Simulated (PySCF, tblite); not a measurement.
# C₃H₉NS₂Si: geometry, infrared bands and NMR shifts

Aim: predict the infrared bands and NMR shifts of C₃H₉NS₂Si (`[H]/N=C/CS[SiH2]SC`).

Programs: tblite 0.8.0 and PySCF 2.14.0, with density-fitted response routines of our own. Each step states its level of theory. These are calculated values for one molecule in the gas phase, unless marked as measured. Atoms count from 0, in the outputs and in this text.

## 1. Starting geometry

16 atoms, charge 0, multiplicity 1; geometry from: force field or distance geometry start.

Bonds of the start (Å): C0–S1 1.81, S1–Si2 2.13, Si2–S3 2.15, S3–C4 1.80, C4–C5 1.50, C5–N6 1.30, C0–H7 1.09, C0–H8 1.09, C0–H9 1.10, Si2–H10 1.48, Si2–H11 1.49, C4–H12 1.09, C4–H13 1.09, C5–H14 1.10, N6–H15 1.04.

## 2. Relaxing the molecule with GFN2-xTB

Job settings and geometry (Å):

```
{"job": {"kind": "relax", "xc": "GFN2-xTB", "basis": "xTB"}, "charge": 0, "multiplicity": 1}
C      3.423500    -0.200000     0.739900
S      2.246600     0.728400     1.757900
Si     0.498900     0.830400     0.552200
S     -0.275300    -1.157200     0.321100
C     -1.523900    -0.986900    -0.963900
C     -2.711600    -0.226700    -0.441600
N     -2.912800     1.012300    -0.762000
H      3.591600     0.320300    -0.205900
H      4.376500    -0.276900     1.266300
H      3.045800    -1.210600     0.551300
H      0.867800     1.351400    -0.788100
H     -0.520900     1.673600     1.236800
H     -1.107800    -0.480400    -1.837300
H     -1.860900    -1.980400    -1.274500
H     -3.383600    -0.742500     0.262200
H     -3.761300     1.354200    -0.271500
```

Started as:

```
> OMP_NUM_THREADS=1 python probes_run.py task.json out
```

One launch serves the whole session: the jobs run in the order shown.

**Question.** This job is followed by: GFN2-xTB harmonic vibrations, gas phase; GIAO PBE0/pcSseg-1 NMR shielding, non-relativistic, gas phase. What will the session give for the following? strongest single infrared mode (GFN2-xTB); zero-point energy (GFN2-xTB); 13C shifts against TMS (PBE0/pcSseg-1); 1H shifts against TMS (PBE0/pcSseg-1, means over atoms taken as alike); 33S shifts against CS2 (PBE0/pcSseg-1); 29Si shifts against TMS (PBE0/pcSseg-1); 15N shifts against NH3 (PBE0/pcSseg-1); surface potential, 1st and 99th percentile.

The runs gave:

| quantity | value |
| --- | --- |
| strongest single infrared mode (GFN2-xTB) | 696 cm⁻¹, 423 km/mol |
| zero-point energy (GFN2-xTB) | 72.0 kcal/mol |
| 13C shifts against TMS (PBE0/pcSseg-1) | 170.7, 39.0, 15.1 ppm |
| 1H shifts against TMS (PBE0/pcSseg-1, means over atoms taken as alike) | 10.80, 8.09, 5.23, 3.26, 2.19 ppm |
| 33S shifts against CS2 (PBE0/pcSseg-1) | -174, -195 ppm |
| 29Si shifts against TMS (PBE0/pcSseg-1) | -6.8 ppm |
| 15N shifts against NH3 (PBE0/pcSseg-1) | 349.9 ppm |
| surface potential, 1st and 99th percentile | -1.31 V and 1.44 V |

What this shows: The optimisation took 110 steps and gained 0.221 eV; among the close pairs (by a distance rule), Si2–H11 changed most, from 1.490 to 1.447 Å. No mode is imaginary among the 42: a minimum at this level. The strongest single mode, at 696 cm⁻¹, moves mainly H10 and H11. Unscaled tight-binding wavenumbers are off by several per cent, some by more. Its intensities can rank the bands wrongly. At PBE0/pcSseg-1: Shielding is most anisotropic at N6 (span 641 ppm, paramagnetic term -404 ppm). By nearest atom (PBE0/pcSseg-1), the HOMO sits on S1 77 % and the LUMO on C5 28 %; N6 25 %.
